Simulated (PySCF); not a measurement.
# Ge2H6Se (Se(GeH3)2): the cost of one run

Programs: PySCF 2.14.0, with density-fitted response routines of our own. Each step states its level of theory. These are calculated values for one molecule in the gas phase, unless marked as measured. Atoms count from 0, in the outputs and in this text.

1 further run of the same task is left out (it didn't finish).

**1. The starting structure**

9 atoms, charge 0, multiplicity 1; geometry from: GFN2-xTB. The atoms were then displaced at random by about 0.03 Å, so the start is not that level's minimum.

Bonds of the start (Å): Se0–Ge1 2.26, Se0–Ge5 2.37, Ge1–H2 1.47, Ge1–H3 1.49, Ge1–H4 1.48, Ge5–H6 1.46, Ge5–H7 1.50, Ge5–H8 1.55.

**2. Relaxing the molecule at PBE0-D3(BJ)/def2-SVP**

What the job is given:

```
{"job": {"xc": "PBE0", "basis": "def2-SVP", "d3": "d3bj", "grid": 1, "maxiter": 40, "shake": 0.03, "kind": "geom"}, "charge": 0, "multiplicity": 1}
Se     0.082260    -0.089880    -1.608400
Ge     1.704060    -0.026870    -0.037150
H      2.964440     0.079440    -0.787170
H      1.807390    -1.271100     0.776420
H      1.585250     1.121860     0.892490
Ge    -1.729850     0.031090    -0.084030
H     -2.970390    -0.163290    -0.833840
H     -1.718020     1.329050     0.670840
H     -1.592400    -1.079740     0.985180
```

Command:

```bash
$ OMP_NUM_THREADS=1 python probes_run.py task.json out
```

One launch serves the whole session: the jobs run in the order shown.

Q: Estimate the wall time and peak memory of this first job on 1 thread of Intel Xeon at 2.50GHz, shared host.

About 1.7 min, with a peak of 0.51 GiB.
